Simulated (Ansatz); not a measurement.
# C₇H₆O₅SW: basis-set convergence

An exercise on one series of results from a longer session: the logs are not shown, and one member is left open.

Program: Ansatz 0.2.0, Gaussian basis. Level of theory: one geometry, several basis sets. These are calculated values, not measurements.

Plan: PBE0-D4/def2-SVP; ωB97M-V/def2-SVP; PBE0-D4/def2-QZVPP; ωB97M-V/def2-QZVPP; the functionals' def2-TZVPP values are taken from earlier runs.

**Structure used throughout**

All runs share one geometry, relaxed beforehand with PBE0-D4 in a triple-zeta def2 set. W takes the def2 core potential; no spin-orbit term is included.

SMILES `C[S+](C)[W-6]([C]#[O+])([C]#[O+])([C]#[O+])([C]#[O+])[C]#[O+]`, 20 atoms, charge 0, spin multiplicity 1.

Atoms are counted from 1 here; the program's logs count them from 0.

Bond lengths: C1–S2 1.798 Å, C1–H15 1.089 Å, C1–H16 1.091 Å, C1–H17 1.090 Å, S2–C3 1.798 Å, S2–W4 2.555 Å, C3–H18 1.089 Å, C3–H19 1.091 Å, C3–H20 1.090 Å, W4–C5 2.048 Å, W4–C7 2.048 Å, W4–C9 2.044 Å, W4–C11 1.995 Å, W4–C13 2.055 Å, C5–O6 1.142 Å, C7–O8 1.142 Å, C9–O10 1.143 Å, C11–O12 1.146 Å and more. Angles: S2–C1–H15 107.3°, S2–C1–H16 109.3°, S2–C1–H17 110.8°, H15–C1–H16 109.3°, H15–C1–H17 109.5°, H16–C1–H17 110.5°, C1–S2–C3 99.1°, C1–S2–W4 108.7°, C3–S2–W4 108.7°, S2–C3–H18 107.3°, S2–C3–H19 109.3°, S2–C3–H20 110.8°, H18–C3–H19 109.3°, H18–C3–H20 109.5°, H19–C3–H20 110.5°, S2–W4–C5 91.1°, S2–W4–C7 91.1°, S2–W4–C9 90.8° and more.

Geometry (Å):

```mol
C7H6O5SW
  3D, bonds by distance, orders not assigned

 20 19  0  0  0  0  0  0  0  0999 V2000
   -1.8652   -0.0222    1.6300 C   0  0
   -1.3195   -0.6787    0.0479 S   0  0
   -0.7372   -2.2890    0.5954 C   0  0
    0.6844    0.6864   -0.7577 W   0  0
   -0.1326    2.4050   -0.0010 C   0  0
   -0.5666    3.3771    0.4132 O   0  0
    1.5583   -0.9884   -1.5480 C   0  0
    2.0673   -1.9077   -1.9961 O   0  0
    1.6520    0.3613    1.0130 C   0  0
    2.1994    0.1834    2.0010 O   0  0
    2.2347    1.7578   -1.4135 C   0  0
    3.1290    2.3721   -1.7833 O   0  0
   -0.2849    1.0156   -2.5392 C   0  0
   -0.8023    1.2122   -3.5360 O   0  0
   -2.2498    0.9807    1.4495 H   0  0
   -2.6648   -0.6498    2.0252 H   0  0
   -1.0347    0.0280    2.3345 H   0  0
   -0.3616   -2.8133   -0.2822 H   0  0
   -1.5706   -2.8489    1.0213 H   0  0
    0.0647   -2.1818    1.3260 H   0  0
  1  2  8  0
  2  3  8  0
  2  4  8  0
  4  5  8  0
  5  6  8  0
  4  7  8  0
  7  8  8  0
  4  9  8  0
  9 10  8  0
  4 11  8  0
 11 12  8  0
  4 13  8  0
 13 14  8  0
  1 15  8  0
  1 16  8  0
  1 17  8  0
  3 18  8  0
  3 19  8  0
  3 20  8  0
M  END
```

Set-up of the first run:

The input, in.yaml:

```yaml
crystal:
  periodic: [false, false, false]
  atoms:
    - {symbol: C, position_ang: [-1.865179, -0.022170, 1.630006]}
    - {symbol: S, position_ang: [-1.319527, -0.678679, 0.047886]}
    - {symbol: C, position_ang: [-0.737204, -2.288953, 0.595383]}
    - {symbol: W, position_ang: [0.684398, 0.686437, -0.757690]}
    - {symbol: C, position_ang: [-0.132639, 2.405017, -0.001042]}
    - {symbol: O, position_ang: [-0.566604, 3.377094, 0.413166]}
    - {symbol: C, position_ang: [1.558349, -0.988420, -1.547997]}
    - {symbol: O, position_ang: [2.067290, -1.907664, -1.996082]}
    - {symbol: C, position_ang: [1.652034, 0.361295, 1.012961]}
    - {symbol: O, position_ang: [2.199392, 0.183413, 2.001048]}
    - {symbol: C, position_ang: [2.234676, 1.757849, -1.413519]}
    - {symbol: O, position_ang: [3.129047, 2.372096, -1.783305]}
    - {symbol: C, position_ang: [-0.284853, 1.015590, -2.539157]}
    - {symbol: O, position_ang: [-0.802338, 1.212230, -3.536041]}
    - {symbol: H, position_ang: [-2.249776, 0.980679, 1.449502]}
    - {symbol: H, position_ang: [-2.664831, -0.649817, 2.025232]}
    - {symbol: H, position_ang: [-1.034743, 0.028040, 2.334523]}
    - {symbol: H, position_ang: [-0.361620, -2.813310, -0.282217]}
    - {symbol: H, position_ang: [-1.570647, -2.848900, 1.021317]}
    - {symbol: H, position_ang: [0.064748, -2.181837, 1.326034]}
basis:
  gaussian: {orbitals: def2-SVP}
hamiltonian: {xc: pbe0, dispersion: d4}
output: {orbitals: {seedname: orbitals}}
```

Run with:

```
$ ansatz run in.yaml --threads 10 --pin off --events-out ev --progress --plain --max-ram 110592MiB --backend cpu
```

Steps of the session up to this table: PBE0-D4 in def2-SVP; ωB97M-V in def2-SVP; PBE0-D4 in def2-QZVPP; ωB97M-V in def2-QZVPP.

One table of the session follows, with a row left open; its other results are not shown here.

It belongs to the step «Density functionals: the series». 

| functional | basis | HOMO (eV) | LUMO (eV) |
| --- | --- | --- | --- |
| PBE0-D4 | def2-SVP | -6.22 | -1.74 |
| PBE0-D4 | def2-TZVPP | -6.24 | -1.81 |
| PBE0-D4 | def2-QZVPP | -6.27 | -1.84 |
| ωB97M-V | def2-SVP | -7.89 | 0.26 |
| ωB97M-V | def2-TZVPP | ? | ? |
| ωB97M-V | def2-QZVPP | -7.98 | 0.10 |

**Question.** Estimate the row for ωB97M-V, def2-TZVPP.

As computed: HOMO (eV): -7.96; LUMO (eV): 0.14. In the column «HOMO (eV)» it lies between ωB97M-V, def2-QZVPP (-7.98) and ωB97M-V, def2-SVP (-7.89).
